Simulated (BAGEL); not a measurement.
# CH3BrMg (SMILES [CH3][Mg][Br]) at HF/cc-pVDZ (density fitting with qzvpp-jkfit)

Aim: the energy change on altering one bond length of CH3BrMg at HF/cc-pVDZ (density fitting with qzvpp-jkfit), from 2 runs. 

The calculation is run with BAGEL 1.2.2.

3 further runs of the same task are left out: 3 that didn't finish.

## Step 1: The structure to begin with

CH3BrMg has 6 atoms, charge 0, and is taken as a singlet. SMILES: `[CH3][Mg][Br]`. The coordinates come from a PBE0-D4/def2-TZVP relaxation.

Bond lengths: C1–Mg2 2.067 Å, Mg2–Br3 2.345 Å, C1–H4 1.094 Å, C1–H5 1.094 Å, C1–H6 1.094 Å. Angles: C1–Mg2–Br3 180.0°, Mg2–C1–H4 111.4°, Mg2–C1–H5 111.4°, Mg2–C1–H6 111.4°, H4–C1–H5 107.5°, H4–C1–H6 107.5°, H5–C1–H6 107.5°.

## Step 2: The energy at HF/cc-pVDZ (density fitting with qzvpp-jkfit)

The input, input.json:

```json
{ "bagel" : [

{
  "title" : "molecule",
  "basis" : "cc-pvdz.json",
  "df_basis" : "qzvpp-jkfit",
  "angstrom" : "true",
  "geometry" : [
    { "atom" : "C", "xyz" : [   -0.585100,    0.487000,   -0.428300 ] },
    { "atom" : "Mg", "xyz" : [    0.805100,   -0.681600,    0.559300 ] },
    { "atom" : "Br", "xyz" : [    2.382500,   -2.007200,    1.679800 ] },
    { "atom" : "H", "xyz" : [   -1.483300,   -0.085400,   -0.676800 ] },
    { "atom" : "H", "xyz" : [   -0.180100,    0.884800,   -1.363200 ] },
    { "atom" : "H", "xyz" : [   -0.897100,    1.338500,    0.183000 ] }
  ]
},
{ "title" : "hf" },
{ "title" : "print", "file" : "orbitals.molden", "orbitals" : "true" }

]}
```

The basis set cc-pVDZ is read from a file made from the Basis Set Exchange's data (not shown).

On the command line:

```bash
BAGEL_NUM_THREADS=1 BAGEL input.json > input.out
```

The program printed:

```text
* using 1 threads per process

  ===============================================================
  ===============================================================

  *** Geometry ***

  { "atom" : "C", "xyz" : [     -1.105679,      0.920297,     -0.809370 ] },
  { "atom" : "Mg", "xyz" : [      1.521419,     -1.288037,      1.056924 ] },
  { "atom" : "Br", "xyz" : [      4.502272,     -3.793058,      3.174362 ] },
  { "atom" : "H", "xyz" : [     -2.803031,     -0.161383,     -1.278967 ] },
  { "atom" : "H", "xyz" : [     -0.340340,      1.672030,     -2.576075 ] },
  { "atom" : "H", "xyz" : [     -1.695273,      2.529398,      0.345820 ] },

  Number of auxiliary basis functions:      507

  Since a DF basis is specified, we compute 2- and 3-index integrals:
    o Being stored without compression. Storage requirement is 0.022 GB

  Number of basis functions:       74
  Number of electrons      :       56

    * METHOD: MOLECULE                             0.21

  *** RHF ***

  === Nuclear Repulsion ===
   166.4213767489

      * DIIS with orbital gradients will be used.

  === RHF iteration (cc-pvdz.json) ===
      0      -2811.57981758          0.01462767           0.07
      1      -2811.66859167          0.00663245           0.07
      2      -2811.68737333          0.00110093           0.07
      3      -2811.68816907          0.00022026           0.07
      4      -2811.68820350          0.00004846           0.07
      5      -2811.68820642          0.00001297           0.06
      6      -2811.68820666          0.00000294           0.07
      7      -2811.68820667          0.00000081           0.07
      8      -2811.68820667          0.00000030           0.07
      9      -2811.68820667          0.00000006           0.07
     10      -2811.68820667          0.00000002           0.07
     11      -2811.68820667          0.00000001           0.06
    * SCF iteration converged.

    * Permanent dipole moment:
           (    0.570733,    -0.479410,     0.405336) a.u.

    * METHOD: HF                                   1.01

    * METHOD: PRINT                                0.01

  ===============================================================
```

Wall time 1.4 s (1 thread of Arm Neoverse V2, shared host); peak memory 0.11 GiB.

## Step 3: The distorted shape, same level

The input, input.json:

```json
{ "bagel": [

{
  "title": "molecule",
  "basis": "cc-pvdz.json",
  "df_basis": "qzvpp-jkfit",
  "angstrom": true,
  "geometry": [
    { "atom": "C", "xyz": [      -0.645842,       0.427338,      -0.288084 ] },
    { "atom": "Mg", "xyz": [       0.744358,      -0.741262,       0.699516 ] },
    { "atom": "Br", "xyz": [       2.321758,      -2.066862,       1.820016 ] },
    { "atom": "H", "xyz": [      -1.544042,      -0.145062,      -0.536584 ] },
    { "atom": "H", "xyz": [      -0.180100,       0.884800,      -1.363200 ] },
    { "atom": "H", "xyz": [      -0.957842,       1.278838,       0.323216 ] }
  ]
},

{
  "title": "hf"
},

{
  "title": "print",
  "file": "orbitals.molden",
  "orbitals": true
}

]}
```

The basis set cc-pVDZ is read from a file made from the Basis Set Exchange's data (not shown).

On the command line:

```bash
BAGEL_NUM_THREADS=1 BAGEL input.json > input.out
```

The program printed:

```text
* using 1 threads per process

  ===============================================================
  ===============================================================

  *** Geometry ***

  { "atom" : "C", "xyz" : [     -1.220465,      0.807552,     -0.544400 ] },
  { "atom" : "Mg", "xyz" : [      1.406633,     -1.400782,      1.321894 ] },
  { "atom" : "Br", "xyz" : [      4.387487,     -3.905803,      3.439332 ] },
  { "atom" : "H", "xyz" : [     -2.917817,     -0.274127,     -1.013997 ] },
  { "atom" : "H", "xyz" : [     -0.340340,      1.672030,     -2.576075 ] },
  { "atom" : "H", "xyz" : [     -1.810059,      2.416654,      0.610790 ] },

  Number of auxiliary basis functions:      507

  Since a DF basis is specified, we compute 2- and 3-index integrals:
    o Being stored without compression. Storage requirement is 0.022 GB

  Number of basis functions:       74
  Number of electrons      :       56

    * METHOD: MOLECULE                             0.21

  *** RHF ***

  === Nuclear Repulsion ===
   165.8317489890

      * DIIS with orbital gradients will be used.

  === RHF iteration (cc-pvdz.json) ===
      0      -2811.57478520          0.01353239           0.07
      1      -2811.65704383          0.00627068           0.07
      2      -2811.67474146          0.00111302           0.07
      3      -2811.67558471          0.00023648           0.07
      4      -2811.67562630          0.00005576           0.07
      5      -2811.67562990          0.00001421           0.07
      6      -2811.67563021          0.00000312           0.07
      7      -2811.67563022          0.00000093           0.07
      8      -2811.67563022          0.00000025           0.07
      9      -2811.67563022          0.00000010           0.07
     10      -2811.67563022          0.00000002           0.07
     11      -2811.67563022          0.00000001           0.07
    * SCF iteration converged.

    * Permanent dipole moment:
           (    0.583792,    -0.442752,     0.335725) a.u.

    * METHOD: HF                                   1.03

    * METHOD: PRINT                                0.01

  ===============================================================
```

Wall time 1.4 s (1 thread of Arm Neoverse V2, shared host); peak memory 0.11 GiB.

## Step 4: Results

Level: HF/cc-pVDZ (density fitting with qzvpp-jkfit).

| quantity | value |
| --- | --- |
| first shape: total energy | -2811.68821 Eh |
| first shape: dipole moment | 2.16 D |
| first shape: HOMO energy | -10.27 eV |
| first shape: LUMO energy | 1.31 eV |
| first shape: HOMO–LUMO gap | 11.58 eV |
| distorted shape: total energy | -2811.67563 Eh |
| distorted shape: dipole moment | 2.05 D |
| distorted shape: HOMO energy | -10.30 eV |
| distorted shape: LUMO energy | 1.26 eV |
| distorted shape: HOMO–LUMO gap | 11.56 eV |
| energy change with the C1–H5 bond stretched from 1.094 to 1.258 Å | 0.342 eV |

In words: With the C1–H5 bond stretched from 1.094 to 1.258 Å the energy rises by 0.34 eV (7.9 kcal/mol). The first shape isn't relaxed at this level, so the change isn't measured from a minimum.
